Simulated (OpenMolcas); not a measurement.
# GeSiH6O (SMILES [OH][GeH2][SiH3]), step by step

Wanted: the energy (HF/ANO-RCC-MB), then a single-point energy (CASSCF(2,2)/ANO-RCC-VDZP), then an energy scan (CASPT2(2,2)/ANO-RCC-VDZP), then an energy scan (SC-NEVPT2(2,2)/ANO-RCC-VDZP), then the energy along one coordinate (MC-PDFT[tPBE](2,2)/ANO-RCC-VDZP) of GeSiH6O. 

Program for the calculation: OpenMolcas 26.06.

### 1 The system as given

GeSiH6O: 9 atoms, total charge 0, spin state singlet. As SMILES, `[OH][GeH2][SiH3]`. The shape is that of a PBE0-D4/def2-TZVP optimisation. This is one conformer, not always the lowest.

Bond lengths: O1–Ge2 1.791 Å, Ge2–Si3 2.389 Å, O1–H4 0.960 Å, Ge2–H5 1.546 Å, Ge2–H6 1.536 Å, Si3–H7 1.488 Å, Si3–H8 1.488 Å, Si3–H9 1.486 Å. Some angles: O1–Ge2–Si3 109.9°, O1–Ge2–H5 109.2°, O1–Ge2–H6 103.6°, Si3–Ge2–H5 111.3°, Si3–Ge2–H6 113.0°, Ge2–O1–H4 112.4°, Ge2–Si3–H7 110.2°, Ge2–Si3–H8 109.3°, Ge2–Si3–H9 110.4°, H5–Ge2–H6 109.6°.

### 2 The energy at HF/ANO-RCC-MB (DKH2) (run 1)

geom.xyz

```xyz
9

O     -1.665400     1.003200    -0.854800
Ge     0.086300     0.899600    -0.495500
Si     0.525800    -1.010700     0.870400
H     -1.973400     0.267900    -1.389000
H      0.873700     0.832100    -1.824400
H      0.388100     2.226700     0.215900
H      1.986000    -1.132800     1.128400
H      0.060100    -2.236200     0.166300
H     -0.192800    -0.896100     2.165800
```

step1.inp

```
* GeH6OSi Hartree-Fock

&GATEWAY
  Coord=geom.xyz
  Basis=ANO-RCC-MB
  Group=NoSym

&SEWARD

&SCF
  PrOrbitals=0

&LOCALISATION
  Occupied
  Freeze
  Pipek-Mezey

&LOCALISATION
  FileOrb=$Project.LocOrb
  Virtual
  Pipek-Mezey
```

Run with:

```
export MOLCAS_MEM=1860
pymolcas step1.inp > step1.log
```

Standard output:

```text
--- Start Module: gateway ---
[...]
--- Stop Module: gateway /rc=_RC_ALL_IS_WELL_ ---
[...]
      Basis functions           38
[...]
       Convergence after  10 Iterations
[...]
::    Total SCF energy                              -2464.7826115230
[...]
      Total spin, S                                     0.0000000000
[...]
      Total electronic charge=   60.000000
      Total            charge=   -0.000000
[...]
      Dipole Moment (debye):
      Origin of the operator (angstrom)=   -0.0355    0.4302   -0.2056
                   X=  1.1553E+00               Y= -1.1992E+00               Z= -5.5673E-01           Total=  1.7557E+00
      Quadrupole Moment (debye*angstrom):
[...]
--- Start Module: localisation ---
[...]
--- Stop Module: localisation /rc=_RC_ALL_IS_WELL_ ---
--- Start Module: localisation ---
[...]
--- Stop Module: localisation /rc=_RC_ALL_IS_WELL_ ---
[...]
```

Run time: 4.5 s. Hardware: 1 thread of Arm Neoverse V1, shared host; peak memory 0.42 GiB.

### 3 The energy at CASSCF(2,2)/ANO-RCC-VDZP (DKH2, RICD fitting) (run 2)

geom.xyz is that of step 2.

step2.inp

```
* GeH6OSi CASSCF

&GATEWAY
 Coord=geom.xyz
 Basis=ANO-RCC-MB
 Group=NoSym

&SEWARD

&RASSCF
 FileOrb=$CurrDir/step1.LocOrb
 Alter=2
 1 26 30
 1 31 32
 Spin=1
 Nactel=2 0 0
 Inactive=29
 Ras2=2
 OrbListing=Nothing
>>> COPY $Project.RunFile RUNFIL1
>>> COPY $Project.RasOrb INPORB

&GATEWAY
 Coord=geom.xyz
 Basis=ANO-RCC-VDZP
 Group=NoSym
 RICD

&SEWARD
>>> COPY $Project.RunFile RUNFIL2

&EXPBAS

&RASSCF
 FileOrb=$Project.ExpOrb
 Spin=1
 Nactel=2 0 0
 Inactive=29
 Ras2=2
 OrbListing=Nothing
 OrbAppear=Compact
```

Run with:

```
export MOLCAS_MEM=1860
pymolcas step2.inp > step2.log
```

Standard output:

```text
--- Start Module: gateway ---
[...]
--- Stop Module: gateway /rc=_RC_ALL_IS_WELL_ ---
[...]
      Basis functions           38
[...]
      Number of active orbitals                  2
[...]
      Spin quantum number                      0.0
[...]
      Active orbitals                            2
[...]
      Number of CSFs                             3
[...]
      Number of root(s) required                 1
[...]
      Convergence after 14 iterations
[...]
      printout of CI-coefficients larger than  0.05 for root  1
      energy=   -2464.798610
      conf/sym  11     Coeff  Weight
             1  20   0.99270 0.98545
             3  02  -0.12061 0.01455
      Natural orbitals and occupation numbers for root  1
      sym 1:   1.970904   0.029096
      ************************************************************************************************************************
      *                                                    Final results                                                     *
[...]
::    RASSCF root number  1 Total energy:  -2464.79860966
[...]
      Basis functions           89
[...]
--- Start Module: expbas ---
[...]
--- Stop Module: expbas /rc=_RC_ALL_IS_WELL_ ---
--- Start Module: rasscf ---
[...]
      Convergence after 21 iterations
[...]
      Natural orbitals and occupation numbers for root  1
      sym 1:   1.976958   0.023042
      ************************************************************************************************************************
      *                                                    Final results                                                     *
[...]
::    RASSCF root number  1 Total energy:  -2465.03182313
[...]
      Total electronic charge=   60.000000
      Total            charge=   -0.000000
[...]
      Dipole Moment (debye):
      Origin of the operator (angstrom)=   -0.0355    0.4302   -0.2056
                   X=  1.2539E+00               Y= -1.5636E+00               Z= -1.8123E-01           Total=  2.0125E+00
      Quadrupole Moment (debye*angstrom):
[...]
--- Stop Module: rasscf /rc=_RC_ALL_IS_WELL_ ---
[...]
```

Run time: 15 s. Hardware: 1 thread of Arm Neoverse V1, shared host; peak memory 0.42 GiB.

### 4 The energy along one coordinate at CASPT2(2,2)/ANO-RCC-VDZP (DKH2, RICD fitting, ipea shift 0.25 Eh, pt2 variant SS) (run 3)

step3.inp

```
* GeH6OSi CASPT2
>>> COPY $CurrDir/step2.RasOrb $Project.RasOrb
>>> ForEach K in (1, 2, 3, 4, 5, 6, 7, 8, 9)

&GATEWAY
 COORD=$CurrDir/point$K.xyz
 BASIS=ANO-RCC-VDZP
 GROUP=NoSym
 RICD

&SEWARD

&RASSCF
 FILEORB=$Project.RasOrb
 SPIN=1
 NACTEL=2 0 0
 INACTIVE=29
 RAS2=2
 ORBLISTING=Nothing
 ORBAPPEAR=Compact

&CASPT2
 IMAGINARY=0.2
 FROZEN=15
>>> EndDo
```

Run with:

```
export MOLCAS_MEM=1860
pymolcas step3.inp > step3.log
```

Standard output:

```text
[...]
      Basis functions           89
[...]
      Number of active orbitals                  2
[...]
      Spin quantum number                      0.0
[...]
      Active orbitals                            2
[...]
      Number of CSFs                             3
[...]
      Number of root(s) required                 1
[...]
      Convergence after 16 iterations
[...]
      Natural orbitals and occupation numbers for root  1
      sym 1:   1.985495   0.014505
      ************************************************************************************************************************
      *                                                    Final results                                                     *
[...]
::    RASSCF root number  1 Total energy:  -2465.00849696
[...]
::    CASPT2 Root  1     Total energy:  -2465.57023893
[...]
      Convergence after 16 iterations
[...]
      Natural orbitals and occupation numbers for root  1
      sym 1:   1.976973   0.023027
      ************************************************************************************************************************
      *                                                    Final results                                                     *
[...]
      Convergence after 14 iterations
[...]
      Natural orbitals and occupation numbers for root  1
      sym 1:   1.557544   0.442456
      ************************************************************************************************************************
      *                                                    Final results                                                     *
[...]
      Convergence after 12 iterations
[...]
      Natural orbitals and occupation numbers for root  1
      sym 1:   1.287829   0.712171
      ************************************************************************************************************************
      *                                                    Final results                                                     *
[...]
      Convergence after 14 iterations
[...]
      Natural orbitals and occupation numbers for root  1
      sym 1:   1.107919   0.892081
      ************************************************************************************************************************
      *                                                    Final results                                                     *
[...]
::    RASSCF root number  1 Total energy:  -2464.91499928
[...]
::    CASPT2 Root  1     Total energy:  -2465.43961767
[...]
      Convergence after  8 iterations
[...]
::    RASSCF root number  1 Total energy:  -2464.91442627
[...]
::    CASPT2 Root  1     Total energy:  -2465.43788216
[...]
```

Run time: 94 s. Hardware: 1 thread of Arm Neoverse V1, shared host; peak memory 0.24 GiB.

The scan, from its lowest point:

```
Ge2–O1 (Å)  energy (kJ/mol)
     1.612             57.2
     1.791              0.0
     1.970             25.4
     2.239            113.3
     2.597            233.6
     3.045            334.6
     3.582            383.7
     4.299            400.1
     5.374            404.7
```

### 5 An energy scan at SC-NEVPT2(2,2)/ANO-RCC-VDZP (DKH2, RICD fitting, pt2 variant SC-NEVPT2) (run 4)

step4.input

```
* GeH6OSi NEVPT2
>>> COPY $CurrDir/step2.RasOrb $Project.RasOrb
>>> ForEach K in (1, 2, 3, 4, 5, 6, 7, 8, 9)

&GATEWAY
 Coord=$CurrDir/point$K.xyz
 Basis=ANO-RCC-VDZP
 Group=NoSym
 RICD

&SEWARD

&RASSCF
 FileOrb=$Project.RasOrb
 Spin=1
 Nactel=2 0 0
 Inactive=29
 Ras2=2
 OrbListing=Nothing
 OrbAppear=Compact

&CASPT2
 SC-NEVPT2
 Frozen=15
>>> EndDo
```

Run with:

```
export MOLCAS_MEM=1860
pymolcas step4.input > step4.log
```

Standard output:

```text
[...]
      Basis functions           89
[...]
      Number of active orbitals                  2
[...]
      Spin quantum number                      0.0
[...]
      Active orbitals                            2
[...]
      Number of CSFs                             3
[...]
      Number of root(s) required                 1
[...]
      Convergence after 16 iterations
[...]
      printout of CI-coefficients larger than  0.05 for root  1
      energy=   -2465.008497
      conf/sym  11     Coeff  Weight
             1  20   0.99637 0.99275
             3  02  -0.08516 0.00725
      Natural orbitals and occupation numbers for root  1
      sym 1:   1.985495   0.014505
      ************************************************************************************************************************
      *                                                    Final results                                                     *
[...]
::    RASSCF root number  1 Total energy:  -2465.00849696
[...]
      E2 (Variational):          -0.5593598958
[...]
::    SC-NEVPT2 Root  1     Total energy:  -2465.56771748
[...]
      Convergence after 16 iterations
[...]
      Natural orbitals and occupation numbers for root  1
      sym 1:   1.976973   0.023027
      ************************************************************************************************************************
      *                                                    Final results                                                     *
[...]
      Convergence after 14 iterations
[...]
      Natural orbitals and occupation numbers for root  1
      sym 1:   1.557544   0.442456
      ************************************************************************************************************************
      *                                                    Final results                                                     *
[...]
      Convergence after 12 iterations
[...]
      Natural orbitals and occupation numbers for root  1
      sym 1:   1.287829   0.712171
      ************************************************************************************************************************
      *                                                    Final results                                                     *
[...]
      Convergence after 14 iterations
[...]
::    RASSCF root number  1 Total energy:  -2464.91499928
[...]
::    SC-NEVPT2 Root  1     Total energy:  -2465.43614266
[...]
      Convergence after  8 iterations
[...]
::    RASSCF root number  1 Total energy:  -2464.91442627
[...]
      E2 (Variational):          -0.5201297398
[...]
      Reference weight:           0.86638
[...]
::    SC-NEVPT2 Root  1     Total energy:  -2465.43455600
[...]
```

It took 91 s on 1 thread of Arm Neoverse V1, shared host; peak memory 0.24 GiB.

The scan, from its lowest point:

```
Ge2–O1 (Å)  energy (kJ/mol)
     1.612             63.7
     1.791              0.0
     1.970             19.9
     2.239            105.4
     2.597            232.8
     3.045            342.7
     3.582            393.2
     4.299            409.1
     5.374            413.3
```

### 6 The energy along one coordinate at MC-PDFT[tPBE](2,2)/ANO-RCC-VDZP (DKH2, RICD fitting) (run 5)

step5.inp

```
* GeH6OSi MC-PDFT
>>> COPY $CurrDir/step2.RasOrb $Project.RasOrb
>>> ForEach K in (1, 2, 3, 4, 5, 6, 7, 8, 9)
&gateway
coord = $CurrDir/point$K.xyz
basis = ANO-RCC-VDZP
group = NoSym
ricd
&seward
&rasscf
fileorb = $Project.RasOrb
spin = 1
nactel = 2 0 0
inactive = 29
ras2 = 2
orblisting = Nothing
orbappear = Compact
&mcpdft
ksdft = T:PBE
>>> EndDo
```

Run with:

```
export MOLCAS_MEM=1860
pymolcas step5.inp > step5.log
```

Standard output:

```text
--- Start Module: gateway ---
[...]
      Basis functions           89
[...]
      Number of active orbitals                  2
[...]
      Spin quantum number                      0.0
[...]
      Active orbitals                            2
[...]
      Number of CSFs                             3
[...]
      Number of root(s) required                 1
[...]
      Convergence after 16 iterations
[...]
      printout of CI-coefficients larger than  0.05 for root  1
      energy=   -2465.008497
      conf/sym  11     Coeff  Weight
             1  20   0.99637 0.99275
             3  02  -0.08516 0.00725
      Natural orbitals and occupation numbers for root  1
      sym 1:   1.985495   0.014505
      ************************************************************************************************************************
      *                                                    Final results                                                     *
[...]
::    RASSCF root number  1 Total energy:  -2465.00849696
[...]
::    MCPDFT root number  1 Total energy:  -2467.17547675
[...]
      Convergence after 16 iterations
[...]
      Natural orbitals and occupation numbers for root  1
      sym 1:   1.976973   0.023027
      ************************************************************************************************************************
      *                                                    Final results                                                     *
[...]
      Convergence after 14 iterations
[...]
      Natural orbitals and occupation numbers for root  1
      sym 1:   1.557544   0.442456
      ************************************************************************************************************************
      *                                                    Final results                                                     *
[...]
      Convergence after 12 iterations
[...]
      Natural orbitals and occupation numbers for root  1
      sym 1:   1.287829   0.712171
      ************************************************************************************************************************
      *                                                    Final results                                                     *
[...]
      Convergence after 14 iterations
[...]
::    RASSCF root number  1 Total energy:  -2464.91499928
[...]
::    MCPDFT root number  1 Total energy:  -2467.04797560
[...]
      Convergence after  8 iterations
[...]
::    RASSCF root number  1 Total energy:  -2464.91442627
[...]
      Total electronic charge=   60.000000
      Total            charge=   -0.000000
[...]
::    MCPDFT root number  1 Total energy:  -2467.04691757
[...]
```

Wall time 99 s (1 thread of Arm Neoverse V1, shared host); peak memory 0.24 GiB.

The scan, from its lowest point:

```
Ge2–O1 (Å)  energy (kJ/mol)
     1.612             60.9
     1.791              0.0
     1.970             19.5
     2.239             98.0
     2.597            212.6
     3.045            322.2
     3.582            378.9
     4.299            395.7
     5.374            398.5
```

### 7 Summary of results

| quantity | value |
| --- | --- |
| run 1, HF/ANO-RCC-MB: total energy | -2464.78261 Eh |
| run 1, HF/ANO-RCC-MB: dipole moment | 1.76 D |
| run 1, HF/ANO-RCC-MB: HOMO energy | -11.42 eV |
| run 1, HF/ANO-RCC-MB: LUMO energy | 4.13 eV |
| run 1, HF/ANO-RCC-MB: HOMO–LUMO gap | 15.55 eV |
| run 2, CASSCF(2,2)/ANO-RCC-VDZP: total energy | -2465.03182 Eh |
| run 2, CASSCF(2,2)/ANO-RCC-VDZP: dipole moment (CASSCF density) | 2.01 D |
| run 3, CASPT2(2,2)/ANO-RCC-VDZP: lowest energy of the scan | -2465.59202 Eh |
| run 4, SC-NEVPT2(2,2)/ANO-RCC-VDZP: lowest energy of the scan | -2465.59197 Eh |
| run 5, MC-PDFT[tPBE](2,2)/ANO-RCC-VDZP: lowest energy of the scan | -2467.19868 Eh |
